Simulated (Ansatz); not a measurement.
**SiTeH₃ radical: basis-set convergence**

How large a basis does SiTeH₃ radical need? Two functionals are run in growing sets.

Computed with Ansatz 0.2.0, Gaussian basis. Level: one geometry, several basis sets.

Levels to be run: PBE0-D4/def2-SVP; ωB97M-V/def2-SVP; PBE0-D4/def2-QZVPP; ωB97M-V/def2-QZVPP; the functionals' def2-TZVPP values are taken from earlier runs.

**1. Structure used throughout**

An earlier PBE0-D4 in a triple-zeta def2 set relaxation fixed the geometry. Te takes the def2 core potential; no spin-orbit term is included.

SMILES `[SiH3][Te]`, 5 atoms, charge 0, spin multiplicity 2.

Atoms are counted from 1 here; the program's logs count them from 0.

Bond lengths: Si1–Te2 2.484 Å, Si1–H3 1.485 Å, Si1–H4 1.485 Å, Si1–H5 1.487 Å. Angles: Te2–Si1–H3 111.6°, Te2–Si1–H4 111.6°, Te2–Si1–H5 105.3°, H3–Si1–H4 109.2°, H3–Si1–H5 109.6°, H4–Si1–H5 109.6°.

**2. PBE0-D4 in def2-SVP**

Input file in.yaml:

```yaml
crystal:
  periodic: [false, false, false]
  atoms:
    - {symbol: Si, position_ang: [-0.172897, 0.041144, -0.072084]}
    - {symbol: Te, position_ang: [1.974348, -0.875589, 0.777307]}
    - {symbol: H, position_ang: [-1.202756, 0.096363, 0.995817]}
    - {symbol: H, position_ang: [-0.692978, -0.755242, -1.211977]}
    - {symbol: H, position_ang: [0.144284, 1.419623, -0.530562]}
basis:
  gaussian: {orbitals: def2-SVP}
magnetization: {spin_polarized: true, initial_magnetization: 1}
hamiltonian: {xc: pbe0, dispersion: d4}
output: {orbitals: {seedname: orbitals}}
```

On the command line:

```sh
$ ansatz run in.yaml --threads 2 --pin off --events-out ev --progress --plain --max-ram 22528MiB --backend cpu
```

Further steps of the session: ωB97M-V in def2-SVP; PBE0-D4 in def2-QZVPP; ωB97M-V in def2-QZVPP.

**Question.** What will the summary of the whole plan be? Wanted: PBE0-D4: double and triple zeta above quadruple; ωB97M-V: double and triple zeta above quadruple.

The runs gave:

| quantity | value |
| --- | --- |
| PBE0-D4: double and triple zeta above quadruple | 3.40, 0.31 eV |
| ωB97M-V: double and triple zeta above quadruple | 3.45, 0.30 eV |

PBE0-D4 gains 3.08 eV from double to triple zeta, then 0.31 eV more. Total energies overstate the basis error of differences, where much of it tends to cancel.
